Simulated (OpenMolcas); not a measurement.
# triplet Si2NH6F at 6 levels

We compute a comparison of 6 runs (UHF/STO-3G, UB3LYP/6-31G*, U-r2SCAN/cc-pVDZ, UM06-L/cc-pVDZ, USVWN5/cc-pVDZ, ROMP2/cc-pVDZ) of triplet Si2NH6F. 

The results are computed with OpenMolcas 26.06.

## (1) The molecule

The species is Si2NH6F (10 atoms), meant as a triplet with charge 0. As SMILES of the parent species, `F[SiH2]N[SiH3]`. Geometry: relaxed at PBE0-D4/def2-TZVP. This is one conformer, not always the lowest. That shape belongs to the parent species and isn't relaxed for this state.

Bond lengths: F1–Si2 1.602 Å, Si2–N3 1.706 Å, N3–Si4 1.733 Å, Si2–H5 1.480 Å, Si2–H6 1.478 Å, N3–H7 1.011 Å, Si4–H8 1.487 Å, Si4–H9 1.487 Å, Si4–H10 1.483 Å. Some angles: F1–Si2–N3 112.6°, Si2–N3–Si4 128.2°, F1–Si2–H5 106.0°, F1–Si2–H6 106.5°, N3–Si2–H5 109.3°, N3–Si2–H6 108.9°, Si2–N3–H7 115.6°, Si4–N3–H7 115.9°, N3–Si4–H8 110.9°, N3–Si4–H9 112.0°.

## (2) A single-point energy at UHF/STO-3G (run 1)

Input file run.inp:

```
* FH6NSi2 Hartree-Fock

&GATEWAY
  BasLib=$CurrDir
  Coord
  10
  angstrom
  F       -1.561500       0.994300      -1.776700
  Si      -0.375000       1.301800      -0.745900
  N        0.514800      -0.094800      -0.335900
  Si       0.194800      -1.236100       0.928700
  H        0.517200       2.267200      -1.426700
  H       -1.010100       1.839400       0.475900
  H        1.264300      -0.336200      -0.970000
  H        1.391500      -1.422100       1.791600
  H       -0.186300      -2.569800       0.392000
  H       -0.924400      -0.683300       1.730300
  Basis=STO-3G
  Group=NoSym

&SEWARD

&SCF
  UHF
  Spin=3
  Thresholds=1e-10 1e-07 1e-07 1e-05
  PrOrbitals=0
```

The basis set STO-3G is read from a file made from the Basis Set Exchange's data (not shown).

Run with:

```console
$ export MOLCAS_MEM=1860
$ pymolcas run.inp > run.log
```

Standard output:

```text
--- Start Module: gateway ---
[...]
--- Stop Module: gateway /rc=_RC_ALL_IS_WELL_ ---
--- Start Module: seward ---
[...]
      Basis functions           34
--- Stop Module: seward /rc=_RC_ALL_IS_WELL_ ---
--- Start Module: scf ---
[...]
       Convergence after  21 Iterations
[...]
::    Total SCF energy                               -726.2083780733
[...]
      Total spin, S                                     1.0015301067
[...]
      Total electronic charge=   50.000000
      Total            charge=   -0.000000
[...]
      Dipole Moment (debye):
      Origin of the operator (angstrom)=   -0.2783    0.1946   -0.3298
                   X=  1.8644E+00               Y=  2.5604E-01               Z= -5.2642E-01           Total=  1.9541E+00
      Quadrupole Moment (debye*angstrom):
[...]
--- Stop Module: scf /rc=_RC_ALL_IS_WELL_ ---
[...]
```

Run time: 2.6 s. Hardware: 1 thread of AMD EPYC 7R43 (Zen 3), shared host; peak memory 0.37 GiB.

## (3) A single-point energy at UB3LYP/6-31G(d) (spherical functions) (run 2)

Input file calc.input:

```
* FH6NSi2 Kohn-Sham DFT

&GATEWAY
  BasLib=$CurrDir
  Coord
  10
  angstrom
  F       -1.561500       0.994300      -1.776700
  Si      -0.375000       1.301800      -0.745900
  N        0.514800      -0.094800      -0.335900
  Si       0.194800      -1.236100       0.928700
  H        0.517200       2.267200      -1.426700
  H       -1.010100       1.839400       0.475900
  H        1.264300      -0.336200      -0.970000
  H        1.391500      -1.422100       1.791600
  H       -0.186300      -2.569800       0.392000
  H       -0.924400      -0.683300       1.730300
  Basis=6-31Gs
  Group=NoSym

&SEWARD
  GridInput
  Grid=UltraFine
  End of Grid

&SCF
  UHF
  Spin=3
  KSDFT=B3LYP
  Thresholds=1e-10 1e-07 1e-07 1e-05
  PrOrbitals=1
```

The basis set 6-31G* is read from a file made from the Basis Set Exchange's data (not shown).

Run with:

```console
$ export MOLCAS_MEM=1860
$ pymolcas calc.input > calc.log
```

Standard output:

```text
--- Start Module: gateway ---
[...]
--- Stop Module: gateway /rc=_RC_ALL_IS_WELL_ ---
--- Start Module: seward ---
[...]
      Basis functions           76
--- Stop Module: seward /rc=_RC_ALL_IS_WELL_ ---
[...]
--- Start Module: scf ---
[...]
       Convergence after  24 Iterations
[...]
::    Total KS-DFT energy                            -737.0454597910
[...]
      Total spin, S                                     1.0017823488
[...]
      Total electronic charge=   50.000000
      Total            charge=   -0.000000
[...]
      Dipole Moment (debye):
      Origin of the operator (angstrom)=   -0.2783    0.1946   -0.3298
                   X=  1.3915E+00               Y=  1.0180E+00               Z= -3.2802E-01           Total=  1.7550E+00
      Quadrupole Moment (debye*angstrom):
[...]
--- Stop Module: scf /rc=_RC_ALL_IS_WELL_ ---
[...]
```

Run time: 53 s. Hardware: 1 thread of AMD EPYC 7R43 (Zen 3), shared host; peak memory 0.43 GiB.

## (4) The energy at U-r2SCAN/cc-pVDZ (run 3)

Input file run.inp:

```
* FH6NSi2 Kohn-Sham DFT
&GATEWAY
BasLib=$CurrDir
Coord
10
angstrom
F       -1.561500       0.994300      -1.776700
Si      -0.375000       1.301800      -0.745900
N        0.514800      -0.094800      -0.335900
Si       0.194800      -1.236100       0.928700
H        0.517200       2.267200      -1.426700
H       -1.010100       1.839400       0.475900
H        1.264300      -0.336200      -0.970000
H        1.391500      -1.422100       1.791600
H       -0.186300      -2.569800       0.392000
H       -0.924400      -0.683300       1.730300
Basis=cc-pVDZ
Group=NoSym
&SEWARD
GridInput
Grid=UltraFine
End of Grid
&SCF
UHF
Spin=3
KSDFT=2
1.0 MGGA_X_R2SCAN
1.0 MGGA_C_R2SCAN
Thresholds=1e-10 1e-07 1e-07 1e-05
PrOrbitals=0
```

The basis set cc-pVDZ is read from a file made from the Basis Set Exchange's data (not shown).

Run with:

```console
$ export MOLCAS_MEM=1860
$ pymolcas run.inp > run.log
```

Standard output:

```text
--- Start Module: gateway ---
[...]
--- Stop Module: gateway /rc=_RC_ALL_IS_WELL_ ---
--- Start Module: seward ---
[...]
      Basis functions           94
--- Stop Module: seward /rc=_RC_ALL_IS_WELL_ ---
[...]
--- Start Module: scf ---
[...]
       Convergence after  27 Iterations
[...]
::    Total KS-DFT energy                            -736.9134126515
[...]
      Total spin, S                                     1.0028731065
[...]
      Total electronic charge=   50.000000
      Total            charge=   -0.000000
[...]
      Dipole Moment (debye):
      Origin of the operator (angstrom)=   -0.2783    0.1946   -0.3298
                   X=  1.1651E+00               Y=  7.8459E-01               Z=  5.7499E-02           Total=  1.4058E+00
      Quadrupole Moment (debye*angstrom):
[...]
--- Stop Module: scf /rc=_RC_ALL_IS_WELL_ ---
[...]
```

Run time: 3.6 min. Hardware: 1 thread of AMD EPYC 7R43 (Zen 3), shared host; peak memory 0.51 GiB.

Runs 4 to 5 aren't shown in full; the table further down has their settings and results.

## (5) The energy at ROMP2/cc-pVDZ (run 6)

Input file mol.inp:

```
* FH6NSi2 ROMP2

&GATEWAY
  BASLIB
  $CurrDir
  COORD
  10
  angstrom
  F       -1.561500       0.994300      -1.776700
  Si      -0.375000       1.301800      -0.745900
  N        0.514800      -0.094800      -0.335900
  Si       0.194800      -1.236100       0.928700
  H        0.517200       2.267200      -1.426700
  H       -1.010100       1.839400       0.475900
  H        1.264300      -0.336200      -0.970000
  H        1.391500      -1.422100       1.791600
  H       -0.186300      -2.569800       0.392000
  H       -0.924400      -0.683300       1.730300
  BASIS
  cc-pVDZ
  GROUP
  NoSym

&SEWARD

&SCF
  UHF
  SPIN
  3
  THRESHOLDS
  1e-10 1e-07 1e-07 1e-05
  PRORBITALS
  0

&RASSCF
  FILEORB
  $Project.UnaOrb
  SPIN
  3
  NACTEL
  2 0 0
  INACTIVE
  24
  RAS2
  2
  OUTORBITALS
  Canonical
  ORBLISTING
  Nothing

&CASPT2
  IPEA
  0.0
  FROZEN
  12
```

The basis set cc-pVDZ is read from a file made from the Basis Set Exchange's data (not shown).

Run with:

```console
$ export MOLCAS_MEM=1860
$ pymolcas mol.inp > mol.log
```

Standard output:

```text
--- Start Module: gateway ---
[...]
--- Stop Module: gateway /rc=_RC_ALL_IS_WELL_ ---
[...]
      Basis functions           94
[...]
       Convergence after  26 Iterations
[...]
::    Total SCF energy                               -735.1049013958
[...]
      Total spin, S                                     1.0032753409
[...]
--- Start Module: rasscf ---
[...]
      Number of active orbitals                  2
[...]
      Spin quantum number                      1.0
[...]
      Active orbitals                            2
[...]
      Number of CSFs                             1
[...]
      Number of root(s) required                 1
[...]
      Convergence after 13 iterations
[...]
      printout of CI-coefficients larger than  0.05 for root  1
      energy=    -735.099583
      conf/sym  11     Coeff  Weight
             1  uu   1.00000 1.00000
      Natural orbitals and occupation numbers for root  1
      sym 1:   1.000000   1.000000
      ************************************************************************************************************************
      *                                                    Final results                                                     *
[...]
::    RASSCF root number  1 Total energy:   -735.09958328
[...]
      Total electronic charge=   50.000000
      Total            charge=   -0.000000
[...]
      Dipole Moment (debye):
      Origin of the operator (angstrom)=   -0.2783    0.1946   -0.3298
                   X=  4.6039E-01               Y=  1.4371E+00               Z=  1.0341E+00           Total=  1.8294E+00
      Quadrupole Moment (debye*angstrom):
[...]
--- Stop Module: rasscf /rc=_RC_ALL_IS_WELL_ ---
[...]
--- Start Module: caspt2 ---
[...]
 ###    WARNING: User changed nr of frozen orbitals.                         ###
 ###############################################################################
[...]
      E2 (Variational):          -0.5518565116
      Total energy:            -735.6514397874
[...]
      Reference weight:           0.84387
[...]
::    CASPT2 Root  1     Total energy:   -735.65143979
[...]
--- Stop Module: caspt2 /rc=_RC_ALL_IS_WELL_ ---
[...]
```

Run time: 48 s. Hardware: 1 thread of AMD EPYC 7R43 (Zen 3), shared host; peak memory 0.51 GiB.

## (6) Overview of the runs

| run | level | integration grid | frozen core orbitals | energy (Eh) | dipole moment (D) | ⟨S²⟩ | wall time |
| --- | --- | --- | --- | --- | --- | --- | --- |
| 1 | UHF/STO-3G | – | – | -726.208378 | 1.95 | 2.005 | 2.6 s |
| 2 | UB3LYP/6-31G* (spherical functions) | UltraFine | – | -737.045460 | 1.76 | 2.005 | 53 s |
| 3 | U-r2SCAN/cc-pVDZ | UltraFine | – | -736.913413 | 1.41 | 2.009 | 3.6 min |
| 4 | UM06-L/cc-pVDZ | UltraFine | – | -737.017180 | 1.52 | 2.006 | 2.7 min |
| 5 | USVWN5/cc-pVDZ | UltraFine | – | -733.596067 | 1.41 | 2.002 | 2 min |
| 6 | ROMP2/cc-pVDZ | – | 12 | -735.651440 | – | – | 48 s |

## (7) What came out

```
           quantity          value
run 6: total energy  -735.65144 Eh
```

What this shows: Over runs 1, 2, 3, 4, 5 the dipole moment (its size) runs from 1.41 D (U-r2SCAN/cc-pVDZ) to 1.95 D (UHF/STO-3G). The two ends differ in method and basis. Totals of different functionals can't be ranked against each other. In run 1 the basis is minimal, so the values are rough. All runs together took 9.9 min, the longest 3.6 min.
